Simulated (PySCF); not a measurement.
# C28H14: the cost of one run

Computed with PySCF 2.14.0 and routines of our own; the level stands in each step. Atoms count from 0.

## 1. The starting structure

42 atoms, charge 0, multiplicity 1; geometry from: GFN2-xTB.

## 2. NMR shifts: GIAO LDA/pcSseg-1

Job settings and geometry (Å):

```
{"job": {"kind": "nmr", "basis": "pcSseg-1", "pop": false, "xc": "LDA"}, "charge": 0, "multiplicity": 1}
C     -4.656605     1.244908    -0.527458
C     -4.761610    -0.133071    -0.482805
C     -3.621640    -0.916720    -0.333589
C     -3.711143    -2.342225    -0.285260
C     -2.611119    -3.107436    -0.141778
C     -1.314020    -2.519375    -0.032115
C     -0.184885    -3.296453     0.114775
C      1.090815    -2.724044     0.222393
C      2.233094    -3.532408     0.371944
C      3.471951    -2.960353     0.474659
C      3.616067    -1.575163     0.433080
C      2.524429    -0.732061     0.287714
C      2.652935     0.715595     0.242452
C      3.883217     1.352425     0.341540
C      3.996901     2.736787     0.297464
C      2.878680     3.518552     0.152670
C      1.613426     2.923368     0.048043
C      0.446420     3.708691    -0.102504
C     -0.778996     3.133522    -0.204807
C     -0.945689     1.727792    -0.164712
C     -2.246569     1.117336    -0.273666
C     -3.424608     1.858691    -0.424861
C     -2.349888    -0.295664    -0.227530
C     -1.190410    -1.098360    -0.076152
C      0.078436    -0.501599     0.029591
C      1.231274    -1.308756     0.179419
C      0.196999     0.922631    -0.015881
C      1.487568     1.512346     0.091666
H     -5.545576     1.848528    -0.642875
H     -5.727540    -0.611736    -0.562720
H     -4.691943    -2.788594    -0.368030
H     -2.681530    -4.185015    -0.105411
H     -0.276749    -4.373219     0.148703
H      2.110932    -4.605652     0.403326
H      4.350061    -3.579046     0.589060
H      4.612467    -1.172357     0.517223
H      4.786905     0.775780     0.455712
H      4.974003     3.190736     0.377845
H      2.957615     4.595713     0.117496
H      0.550705     4.783902    -0.135299
H     -1.639103     3.772573    -0.317925
H     -3.389448     2.935351    -0.464777
```

With the program's defaults for keys left out, this is: GIAO LDA/pcSseg-1 NMR shielding, non-relativistic, gas phase.

Command:

```
$ OMP_NUM_THREADS=2 python large_run.py task.json out
```

This one command runs all jobs of the session in turn.

**Question.** How long does this first job take on 2 threads of Arm Neoverse V2, shared host, and how much memory does it need?

About 35 s, with a peak of 1.2 GiB.
